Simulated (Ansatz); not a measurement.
Here is an Ansatz input file for F2IIn, SMILES [F][In]([F])[I]. Write the same calculation for the Python package.

```yaml
crystal:
  periodic: [false, false, false]
  atoms:
    - { symbol: F, position_ang: [1.2, 0.7496, 1.6761] }
    - { symbol: In, position_ang: [-0.134, -0.0944, 0.1382] }
    - { symbol: F, position_ang: [0.7234, -2.0099, -0.4035] }
    - { symbol: I, position_ang: [-1.7339, 1.2944, -1.4311] }
basis:
  gaussian: { orbitals: def2-TZVP }
hamiltonian:
  xc: lc_wpbe
output:
  forces: true
```

Launched from the shell:
```console
$ ansatz run input.yaml --threads 1 --pin off --max-ram 4096MiB --backend cpu --events-out ev --progress --plain --runs-dir out
Engine: ansatz 0.2.0, aarch64-unknown-linux-gnu
Functional definition: LC-wPBE
  parameter omega = 0.4/bohr
  exchange = pbe_x_sr(omega) + exact_x_lr(omega)
  correlation = pbe_c
1067 factors; their error is unknown
319 factors; integrals over basis functions are off by at most 2.0e-4 eV
mean field evaluation 1: about -18705.0762 eV, gradient 6.2e1 eV
mean field evaluation 2: about -18694.3043 eV, gradient 1.1e2 eV
mean field evaluation 4: about -18711.8099 eV, gradient 2.0e0 eV
mean field evaluation 8: about -18711.8091 eV, gradient 2.0e-1 eV
mean field evaluation 16: about -18711.8092 eV, gradient 1.2e-4 eV
mean field -18711.80919088 eV, -687.6463044451 hartree, gradient 4.9e-5 eV, S^2 0.000000; 0 other end points of the search recorded, 0 dependent functions left out
the calculation of the forces begins
reference -18711.80919089 eV, -687.6463044454 hartree; 32, 32 occupied and 130, 130 virtual orbitals, 1067 factors
Total energy: -18711.80919089 eV, -687.6463044454 hartree
Atom 0 at     1.200000     0.749600     1.676100 Å, force    -2.299492    -1.330602    -2.352707 eV/Å
Atom 1 at    -0.134000    -0.094400     0.138200 Å, force     3.369477    -1.047884     0.818765 eV/Å
Atom 2 at     0.723400    -2.009900    -0.403500 Å, force    -1.495814     2.887811     0.894601 eV/Å
Atom 3 at    -1.733900     1.294400    -1.431100 Å, force     0.425829    -0.509325     0.639341 eV/Å
Dipole moment:    -0.899660     0.357451    -0.318581 e Å
```

The script, `energy_f2iin.py`:
```python
"""Single point of F2IIn."""

import ansatz
import numpy as np

BASIS_SET = "def2-TZVP"
XC = "LC-wPBE"

geometry_ang = [
    ("F", (1.2, 0.7496, 1.6761)),
    ("In", (-0.134, -0.0944, 0.1382)),
    ("F", (0.7234, -2.0099, -0.4035)),
    ("I", (-1.7339, 1.2944, -1.4311)),
]
molecule = ansatz.Crystal.molecule()
for symbol, xyz in geometry_ang:
    molecule = molecule.atom(symbol, xyz)

base = (
    molecule.calculation()
    .basis(gaussian=BASIS_SET)  # the orbital basis, by name
    .functional(XC)
    .forces()
)
trace = []
out = base.session().plan().execute(on_event=trace.append)
r = out.report
for event in trace:
    if event["event"] == "mean_field_evaluation" and event["data"]["evaluation"] <= 25:
        print("pass {evaluation:3d}  E = {energy_ev:.6f} eV  gradient {gradient_ev:.1e}".format(**event["data"]))

for key in ("converged", "free_energy_ev", "reference_energy_ev", "n_frozen", "n_occupied", "n_virtual"):
    print(f"{key:22s} {r[key]}")

field = r["mean_field"]
print("<S^2> =", round(abs(field["state"]["spin_squared"]), 4), " all-electron relativity setting:", field["relativity"])
print("passes:", field["passes"])
if "symmetry" in field:
    print("occupied orbitals by irrep:", field["symmetry"]["occupied"])

symbols = [site.symbol for site in molecule.cartesian_sites]
print("forces (eV/A)")
for symbol, f in zip(symbols, r["forces_ev_ang"]):
    print(f"  {symbol:2s} {f[0]:9.4f} {f[1]:9.4f} {f[2]:9.4f}")

charges = r["charge_distribution"]
print("dipole moment", round(4.803205 * float(np.linalg.norm(charges["dipole_moment_e_ang"])), 3), "D")
print("Mulliken:", [(s, round(q, 3)) for s, q in zip(symbols, charges["mulliken_charges_e"])])
```

```console
$ python energy_f2iin.py
pass   1  E = -18705.076219 eV  gradient 6.2e+01
pass   2  E = -18694.304302 eV  gradient 1.1e+02
pass   3  E = -18711.781619 eV  gradient 2.8e+00
pass   4  E = -18711.809894 eV  gradient 2.0e+00
pass   5  E = -18711.816339 eV  gradient 9.5e-01
pass   6  E = -18711.818608 eV  gradient 3.0e-01
pass   7  E = -18711.818834 eV  gradient 9.4e-02
pass   8  E = -18711.809101 eV  gradient 2.0e-01
pass   9  E = -18711.809175 eV  gradient 4.5e-02
pass  10  E = -18711.809189 eV  gradient 2.1e-02
pass  11  E = -18711.809191 eV  gradient 8.8e-03
pass  12  E = -18711.809191 eV  gradient 2.1e-03
pass  13  E = -18711.809191 eV  gradient 3.3e-03
pass  14  E = -18711.809191 eV  gradient 7.6e-04
pass  15  E = -18711.809191 eV  gradient 2.4e-04
pass  16  E = -18711.809191 eV  gradient 1.2e-04
pass  17  E = -18711.809191 eV  gradient 4.9e-05
pass  18  E = -18711.809191 eV  gradient 4.9e-05
converged              True
free_energy_ev         -18711.809190891145
reference_energy_ev    -18711.809190891145
n_frozen               0
n_occupied             [32, 32]
n_virtual              [130, 130]
<S^2> = 0.0  all-electron relativity setting: none
passes: {'evaluations': 17, 'products': 16}
occupied orbitals by irrep: [{'A': 32}, {'A': 32}]
forces (eV/A)
  F    -2.2995   -1.3306   -2.3527
  In    3.3695   -1.0479    0.8188
  F    -1.4958    2.8878    0.8946
  I     0.4258   -0.5093    0.6393
dipole moment 4.895 D
Mulliken: [('F', -0.508), ('In', 1.129), ('F', -0.5), ('I', -0.122)]
```

Total energies depend on the basis set; only differences at equal settings carry meaning. The geometry is a force-field or estimated start, not a minimum of this method, and the basis set is short of its limit. def2 sets replace the cores of elements past krypton by effective core potentials. Early passes use coarser integrals and grids, so their energies can't be compared with the last. The whole script took 4.9 s on 1 thread of Arm Neoverse V2 (shared host), peak memory 0.31 GiB.

(Lines on the test bed's own set-up are left out of the output.)
